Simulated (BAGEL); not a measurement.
# B3LYP/6-31G(d) (density fitting with qzvpp-jkfit, spherical functions) run of GeN2H6 (SMILES [NH2][GeH2][NH2])

What is the energy change on altering one bond length of GeN2H6 at B3LYP/6-31G* (density fitting with qzvpp-jkfit, spherical functions)? 

The calculation is run with BAGEL 1.2.2.

### Step 1. The system as given

GeN2H6 has 9 atoms, charge 0, and is taken as a singlet. As SMILES, `[NH2][GeH2][NH2]`. The coordinates come from a PBE0-D4/def2-TZVP relaxation. This is one conformer, not always the lowest.

Bond lengths: N1–Ge2 1.832 Å, Ge2–N3 1.832 Å, N1–H4 1.010 Å, N1–H5 1.010 Å, Ge2–H6 1.547 Å, Ge2–H7 1.547 Å, N3–H8 1.010 Å, N3–H9 1.010 Å. Some angles: N1–Ge2–N3 103.7°, N1–Ge2–H6 105.1°, N1–Ge2–H7 116.8°, N3–Ge2–H6 116.8°, N3–Ge2–H7 105.1°, Ge2–N1–H4 114.5°, Ge2–N1–H5 115.2°, Ge2–N3–H8 115.2°, Ge2–N3–H9 114.4°, H6–Ge2–H7 109.7°.

### Step 2. The energy at B3LYP/6-31G(d) (density fitting with qzvpp-jkfit, spherical functions)

Contents of job.json:

```json
{ "bagel" : [

{
  "title" : "molecule",
  "basis" : "6-31gs.json",
  "df_basis" : "qzvpp-jkfit",
  "angstrom" : "true",
  "geometry" : [
    { "atom" : "N", "xyz" : [   -1.105800,    0.639500,   -0.846000 ] },
    { "atom" : "Ge", "xyz" : [    0.520900,    0.271500,   -0.087500 ] },
    { "atom" : "N", "xyz" : [    0.178700,   -1.162400,    1.000600 ] },
    { "atom" : "H", "xyz" : [   -1.468700,   -0.096700,   -1.435300 ] },
    { "atom" : "H", "xyz" : [   -1.162400,    1.519600,   -1.337900 ] },
    { "atom" : "H", "xyz" : [    0.949100,    1.586100,    0.605600 ] },
    { "atom" : "H", "xyz" : [    1.642800,   -0.204000,   -1.040000 ] },
    { "atom" : "H", "xyz" : [    0.995600,   -1.630900,    1.365300 ] },
    { "atom" : "H", "xyz" : [   -0.461700,   -0.969200,    1.758000 ] }
  ]
},
{ "title" : "ks", "xc_func" : "b3lyp" },
{ "title" : "print", "file" : "orbitals.molden", "orbitals" : "true" }

]}
```

The basis set 6-31G* is read from a file made from the Basis Set Exchange's data (not shown).

Command:

```sh
$ BAGEL_NUM_THREADS=1 BAGEL job.json > job.out
```

The log of the run:

```text
* using 1 threads per process

  ===============================================================
  ===============================================================

  *** Geometry ***

  { "atom" : "N", "xyz" : [     -2.089659,      1.208480,     -1.598708 ] },
  { "atom" : "Ge", "xyz" : [      0.984358,      0.513061,     -0.165351 ] },
  { "atom" : "N", "xyz" : [      0.337694,     -2.196618,      1.890860 ] },
  { "atom" : "H", "xyz" : [     -2.775441,     -0.182737,     -2.712324 ] },
  { "atom" : "H", "xyz" : [     -2.196618,      2.871628,     -2.528265 ] },
  { "atom" : "H", "xyz" : [      1.793539,      2.997295,      1.144418 ] },
  { "atom" : "H", "xyz" : [      3.104442,     -0.385504,     -1.965315 ] },
  { "atom" : "H", "xyz" : [      1.881411,     -3.081954,      2.580043 ] },
  { "atom" : "H", "xyz" : [     -0.872487,     -1.831523,      3.322139 ] },

  Number of auxiliary basis functions:      528

  Since a DF basis is specified, we compute 2- and 3-index integrals:
    o Being stored without compression. Storage requirement is 0.022 GB

  Number of basis functions:       72
  Number of electrons      :       52

    * METHOD: MOLECULE                             0.30

  *** Kohn-Sham DFT ***

    * Removing 15546 points whose weight is below 1.00e-10
    * Grid points: 118608

  === Nuclear Repulsion ===
   215.1071607444

       - DIIS with orbital gradients will be used.

  === KS iteration (b3lyp / 6-31gs.json) ===
      0      -2097.62388245          0.10799144           0.47
      1      -1899.58630296          0.24669113           0.77
      2      -2093.13239315          0.11516416           0.42
      3      -2088.33765227          0.25411918           0.49
      4      -2092.39766559          0.23276372           0.49
      5      -2093.59512767          0.22266370           0.41
      6      -2093.97599156          0.22484214           0.40
      7      -2089.47928257          0.25714046           0.42
      8      -2100.12976718          0.15992640           0.42
      9      -2188.69219158          0.06404812           0.40
     10      -2171.32492704          0.30895314           0.40
     11      -2184.76551458          0.17843428           0.40
     12      -2188.25196949          0.09270268           0.42
     13      -2189.85417963          0.00911998           0.41
     14      -2189.87405922          0.00199702           0.41
     15      -2189.87238950          0.00289454           0.42
     16      -2189.87546901          0.00020444           0.41
     17      -2189.87548369          0.00006282           0.41
     18      -2189.87548505          0.00001677           0.41
     19      -2189.87548516          0.00001063           0.41
     20      -2189.87548518          0.00000129           0.40
     21      -2189.87548518          0.00000064           0.41
     22      -2189.87548518          0.00000044           0.39
     23      -2189.87548518          0.00000012           0.39
     24      -2189.87548518          0.00000003           0.39
     25      -2189.87548518          0.00000001           0.39
     26      -2189.87548518          0.00000000           0.41
    * SCF iteration converged.

    * Permanent dipole moment:
           (   -0.204250,    -0.110738,     0.034175) a.u.

    * METHOD: KS                                  12.27

    * METHOD: PRINT                                0.02

  ===============================================================
```

Run time: 13 s. Hardware: 1 thread of AMD EPYC 7B13 (Zen 3), shared host; peak memory 0.45 GiB.

### Step 3. The distorted shape at the same level

Contents of job.json:

```json
{ "bagel": [

{
  "title": "molecule",
  "basis": "6-31gs.json",
  "df_basis": "qzvpp-jkfit",
  "angstrom": true,
  "geometry": [
    { "atom": "N", "xyz": [   -0.913705,    0.581547,   -1.073191 ] },
    { "atom": "Ge", "xyz": [    0.712995,    0.213547,   -0.314691 ] },
    { "atom": "N", "xyz": [    0.370795,   -1.220353,    0.773409 ] },
    { "atom": "H", "xyz": [   -1.276605,   -0.154653,   -1.662491 ] },
    { "atom": "H", "xyz": [   -0.970305,    1.461647,   -1.565091 ] },
    { "atom": "H", "xyz": [    1.141195,    1.528147,    0.378409 ] },
    { "atom": "H", "xyz": [    1.834895,   -0.261953,   -1.267191 ] },
    { "atom": "H", "xyz": [    1.187695,   -1.688853,    1.138109 ] },
    { "atom": "H", "xyz": [   -0.461700,   -0.969200,    1.758000 ] }
  ]
},
{ "title": "ks", "xc_func": "b3lyp" },
{ "title": "print", "file": "orbitals.molden", "orbitals": true }

]}
```

The basis set 6-31G* is read from a file made from the Basis Set Exchange's data (not shown).

Command:

```sh
$ BAGEL_NUM_THREADS=1 BAGEL job.json > job.out
```

The log of the run:

```text
* using 1 threads per process

  ===============================================================
  ===============================================================

  *** Geometry ***

  { "atom" : "N", "xyz" : [     -1.726652,      1.098965,     -2.028037 ] },
  { "atom" : "Ge", "xyz" : [      1.347365,      0.403545,     -0.594680 ] },
  { "atom" : "N", "xyz" : [      0.700701,     -2.306133,      1.461531 ] },
  { "atom" : "H", "xyz" : [     -2.412434,     -0.292252,     -3.141653 ] },
  { "atom" : "H", "xyz" : [     -1.833611,      2.762113,     -2.957593 ] },
  { "atom" : "H", "xyz" : [      2.156546,      2.887779,      0.715089 ] },
  { "atom" : "H", "xyz" : [      3.467449,     -0.495019,     -2.394644 ] },
  { "atom" : "H", "xyz" : [      2.244418,     -3.191470,      2.150714 ] },
  { "atom" : "H", "xyz" : [     -0.872487,     -1.831523,      3.322139 ] },

  Number of auxiliary basis functions:      528

  Since a DF basis is specified, we compute 2- and 3-index integrals:
    o Being stored without compression. Storage requirement is 0.022 GB

  Number of basis functions:       72
  Number of electrons      :       52

    * METHOD: MOLECULE                             0.29

  *** Kohn-Sham DFT ***

    * Removing 15192 points whose weight is below 1.00e-10
    * Grid points: 118962

  === Nuclear Repulsion ===
   213.5440098932

       - DIIS with orbital gradients will be used.

  === KS iteration (b3lyp / 6-31gs.json) ===
      0      -2097.43427337          0.11032484           0.43
      1      -1898.78335196          0.25485292           0.49
      2      -2093.57255408          0.11487841           0.41
      3      -2086.53565027          0.27673702           0.43
      4      -2091.14525894          0.24439643           0.44
      5      -2093.05383602          0.23407841           0.56
      6      -2093.28047859          0.22999591           0.42
      7      -2090.09279559          0.25077301           0.39
      8      -2100.19450779          0.15971674           0.39
      9      -2186.01228133          0.07356835           0.39
     10      -2131.69870674          0.32043094           0.39
     11      -2143.43549100          0.36854321           0.39
     12      -2154.84364584          0.37262458           0.39
     13      -2183.78243882          0.17467400           0.39
     14      -2180.98814210          0.10760105           0.39
     15      -2178.82471411          0.10427074           0.39
     16      -2189.38867848          0.03220634           0.39
     17      -2189.63866474          0.02246500           0.39
     18      -2189.76182705          0.01363487           0.39
     19      -2189.81661415          0.00667539           0.40
     20      -2189.83435752          0.00145079           0.40
     21      -2189.83517095          0.00030259           0.40
     22      -2189.83519080          0.00009453           0.39
     23      -2189.83519245          0.00003169           0.39
     24      -2189.83519277          0.00000644           0.39
     25      -2189.83519279          0.00000155           0.39
     26      -2189.83519279          0.00000165           0.39
     27      -2189.83519279          0.00000026           0.39
     28      -2189.83519279          0.00000008           0.39
     29      -2189.83519279          0.00000003           0.39
     30      -2189.83519279          0.00000000           0.39
    * SCF iteration converged.

    * Permanent dipole moment:
           (   -0.213971,    -0.119589,     0.048767) a.u.

    * METHOD: KS                                  13.21

    * METHOD: PRINT                                0.02

  ===============================================================
```

Run time: 14 s. Hardware: 1 thread of AMD EPYC 7B13 (Zen 3), shared host; peak memory 0.45 GiB.

### Step 4. Results

Level: B3LYP/6-31G* (density fitting with qzvpp-jkfit, spherical functions).

| quantity | value |
| --- | --- |
| first shape: total energy | -2189.87549 Eh |
| first shape: dipole moment | 0.60 D |
| first shape: HOMO energy | -6.55 eV |
| first shape: LUMO energy | 0.83 eV |
| first shape: HOMO–LUMO gap | 7.38 eV |
| distorted shape: total energy | -2189.83519 Eh |
| distorted shape: dipole moment | 0.64 D |
| distorted shape: HOMO energy | -6.50 eV |
| distorted shape: LUMO energy | 0.21 eV |
| distorted shape: HOMO–LUMO gap | 6.71 eV |
| energy change with the N3–H9 bond stretched from 1.010 to 1.314 Å | 1.096 eV |

**Reading.** With the N3–H9 bond stretched from 1.010 to 1.314 Å the energy rises by 1.10 eV (25 kcal/mol). The first shape isn't relaxed at this level, so the change isn't measured from a minimum.
